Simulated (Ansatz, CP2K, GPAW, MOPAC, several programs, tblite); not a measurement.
What each method gives for Li2MgGeS4 (stannite)

Stannite Li2MgGeS4, relaxed with r2SCAN in Ansatz, was computed with several methods. The symmetry is I-42m (No. 121, tetragonal); conventional cell a = 5.447 Å, c = 11.111 Å, 20.60 Å³ an atom. Around Li lie 4 S at 2.41 Å; around Mg lie 4 S at 2.47 Å; around Ge lie 4 S at 2.23 Å; around S lie 1 Ge at 2.23 Å and 2 Li at 2.41 Å and 1 Mg at 2.47 Å. Note: simulated data, non-magnetic, for a generated structure that need not be the stable one.

```yaml
crystal:
  lattice:
    - [-2.72353, 2.72353, 5.55565]
    - [2.72353, -2.72353, 5.55565]
    - [2.72353, 2.72353, -5.55565]
  atoms:
    - { symbol: Li, position: [0.75000, 0.25000, 0.50000] }
    - { symbol: Li, position: [0.25000, 0.75000, 0.50000] }
    - { symbol: Mg, position: [0.00000, 0.00000, 0.00000] }
    - { symbol: Ge, position: [0.50000, 0.50000, 0.00000] }
    - { symbol: S, position: [0.85137, 0.85137, 0.46100] }
    - { symbol: S, position: [0.14863, 0.60963, 0.00000] }
    - { symbol: S, position: [0.60963, 0.14863, 0.00000] }
    - { symbol: S, position: [0.39037, 0.39037, 0.53900] }
```

Gaps and times are for a single point on this cell; volume and bulk modulus come from each method's own relaxation or energy curve at fixed shape, which is too stiff where a cell has free coordinates or axes. Times are rough, from shared hosts (Arm Neoverse V1), and each method has its own mesh and cell size. A double dagger marks a value from a curve with shape and coordinates held. PM6 (MOPAC), PM7 (MOPAC), GFN1-xTB (tblite), GFN2-xTB (tblite) treat a cluster of cells at its zone centre, which samples few k points: where these miss a band edge, the gap comes out too large for that reason alone. Gaps from k meshes are read at a limited set of points (mesh, symmetry points, PBE's band edges), so each method's own least gap may be somewhat smaller. xTB and the PM methods were fitted mostly to molecules, and can miss a solid's gap by electronvolts. Minimal bases can be far off for gaps. GLLB-SC's gap includes the derivative discontinuity. d marks a direct gap, i an indirect one (no mark: not told apart), a dash a value that wasn't computed or didn't pass its checks.

```
                          method              kind  gap (eV)  own volume (Å³/atom)  bulk modulus (GPa)  atoms computed  processor time
               GFN1-xTB (tblite)     tight binding      0.99                19.60‡                 69‡              64           4.4 s
light PBE (260 eV, its own mesh)  light plane-wave    2.65 d                     –                   –               8           6.4 s
               GFN2-xTB (tblite)     tight binding      1.40                20.72‡                 46‡              64           6.4 s
                     PM7 (MOPAC)    semi-empirical      5.38                     –                   –              64            11 s
                     PM6 (MOPAC)    semi-empirical      6.24                     –                   –              64            14 s
                             PBE         semilocal    2.65 d                 21.05                 54‡               8            22 s
                  PBE/SZV (CP2K)       small basis    1.49 i                     –                   –               8            40 s
                          r2SCAN         semilocal    3.05 d                 20.60                 60‡               8            49 s
                  GLLB-SC (GPAW)   model potential      4.61                     –                   –               8            55 s
                 PBE/DZVP (CP2K)       small basis    2.59 i                     –                   –               8            68 s
```

Against r2SCAN (3.05 eV) the nearest gap at the points sampled is that of PBE (-0.40 eV) and the farthest that of PM6 (MOPAC) (+3.18 eV). r2SCAN is only a yardstick of convenience: semilocal gaps usually lie below measured ones, which GLLB-SC and hybrids aim to mend.

Volumes against r2SCAN's: PBE +2.2 %.

Spin-orbit coupling is left out.
